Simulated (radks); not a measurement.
# Ho²⁺ in [Kr] 4d10 4f11 5s2 5p5 5d1: an all-electron calculation

What are the levels of the holmium ion Ho2+, how large are its shells, and how does its energy divide?

Program: radks (a radial shooting solver on a logarithmic mesh, Libxc functionals) version 1. Level of theory: scalar-relativistic Kohn-Sham, PBE, spin-polarised, spherical densities, finite nucleus; open shells are filled with parallel spins first. These are calculated values, not measurements, unless marked.

### Step 1. The system

| Item | Value |
| --- | --- |
| element | holmium (Z = 67) |
| charge | +2 |
| electrons | 65 |
| configuration | [Kr] 4d10 4f11 5s2 5p5 5d1 |
| nuclear rms radius | 5.2022 fm |

The outer shells:

Ho²⁺
```
[Kr] core
4d [↑↓][↑↓][↑↓][↑↓][↑↓]
4f [↑↓][↑↓][↑↓][↑↓][↑ ][↑ ][↑ ]
5s [↑↓]
5p [↑↓][↑↓][↑ ]
5d [↑ ][  ][  ][  ][  ]
```

### Step 2. The calculation

The run's settings:

```text
Z 67
configuration [Kr] 4d10 4f11 5s2 5p5 5d1
relativity scalar-relativistic
functional pbe,pbe
spin polarised
nucleus finite rms 5.2022 fm
c 137.035999084
```

The run is started by

```
$ python run_ks.py task.json out
```

This one command runs every case of the session in turn.

What does the calculation give?

**Answer**, as computed:

| quantity | value |
| --- | --- |
| total energy | -12613.6149 hartree |
| exchange-correlation share of it | 2.14 % |
| −T/E | 1.0813 |
| highest occupied level | 5d up, -15.655 eV |
| most extended occupied level | 5d up, <r> = 2.31 bohr |
| radius at density 0.001 e/bohr³ | 3.66 bohr |
| maxima of the radial density | 4 |

What this shows: 5 principal shells are occupied and 4 maxima appear in the radial density; where shells overlap, one shows as a shoulder or not at all. Relativity lifts −T/E to 1.081. This is not the tabulated ground configuration, so its levels and sizes aren't those of the ground state, and no measured value stands beside it.
